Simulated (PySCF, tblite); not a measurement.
**C5H8Cl2Si: geometry, infrared bands and NMR shifts**

What infrared bands and NMR shifts should C5H8Cl2Si (`C[SiH2][C@@H]1C(Cl)=C[C@H]1Cl`) show?

Computed with tblite 0.8.0 and PySCF 2.14.0, with density-fitted response routines of our own, on a single molecule in the gas phase. Atoms count from 0, in the outputs and in this text.

## 1. The starting structure

16 atoms, charge 0, multiplicity 1; geometry from: force field or distance geometry start.

Bonds of the start (Å): C0–Si1 1.86, Si1–C2 1.86, C2–C3 1.44, C3–Cl4 1.79, C3–C5 1.29, C5–C6 1.46, C6–Cl7 1.78, C6–C2 1.48, C0–H8 1.10, C0–H9 1.11, C0–H10 1.12, Si1–H11 1.49, Si1–H12 1.46, C2–H13 1.12, C5–H14 1.10, C6–H15 1.10.

## 2. Optimising the geometry with GFN2-xTB

Job settings and geometry (Å):

```
{"job": {"kind": "relax", "xc": "GFN2-xTB", "basis": "xTB"}, "charge": 0, "multiplicity": 1}
C      2.403700     0.971400     0.072000
Si     1.088100    -0.279700    -0.341700
C     -0.626900     0.349100     0.016400
C     -1.206200    -0.427900     1.085300
Cl    -0.807200    -0.580700     2.821900
C     -2.098000    -0.978700     0.334400
C     -1.654000    -0.267700    -0.856500
Cl    -2.888600     0.927100    -1.316800
H      2.102000     1.971400    -0.260300
H      2.636400     0.954300     1.157400
H      3.313400     0.648200    -0.490500
H      1.343500    -1.453000     0.542800
H      1.251300    -0.694800    -1.727900
H     -0.678700     1.461300     0.122100
H     -2.900100    -1.704700     0.521500
H     -1.286600    -0.886800    -1.691400
```

The run is started by

```console
OMP_NUM_THREADS=1 python probes_run.py task.json out
```

The driver reads the jobs from task.json and runs them one after another.

**Question.** This job is followed by: GFN2-xTB harmonic vibrations, gas phase; GIAO PBE0/pcSseg-1 NMR shielding, non-relativistic, gas phase. Predict these results of the whole session: strongest single infrared mode (GFN2-xTB); zero-point energy (GFN2-xTB); 13C shifts against TMS (PBE0/pcSseg-1); 1H shifts against TMS (PBE0/pcSseg-1, means over atoms taken as alike); 29Si shifts against TMS (PBE0/pcSseg-1); 35Cl shifts against HCl (PBE0/pcSseg-1).

**Answer**, as computed:

| quantity | value |
| --- | --- |
| strongest single infrared mode (GFN2-xTB) | 2238 cm⁻¹, 373 km/mol |
| zero-point energy (GFN2-xTB) | 68.9 kcal/mol |
| 13C shifts against TMS (PBE0/pcSseg-1) | 153.4, 139.7, 57.2, 54.0, -7.5 ppm |
| 1H shifts against TMS (PBE0/pcSseg-1, means over atoms taken as alike) | 5.96, 4.39, 4.33, 3.94, 2.67, 0.37 ppm |
| 29Si shifts against TMS (PBE0/pcSseg-1) | -39.4 ppm |
| 35Cl shifts against HCl (PBE0/pcSseg-1) | 245, 160 ppm |

What this shows: Relaxing lowered the energy by 0.657 eV in 132 steps; the close pair that moved most is C3–Cl4, from 1.788 to 1.699 Å. No mode is imaginary among the 42: a minimum at this level. The strongest single mode, at 2238 cm⁻¹, moves mainly H11. Unscaled tight-binding wavenumbers are off by several per cent, some by more. Its intensities can rank the bands wrongly. H14 (hydrogen on an alkene CH) lies farthest downfield among hydrogen, at 5.96 ppm; attached to an sp2 carbon and in the plane of the double bond.
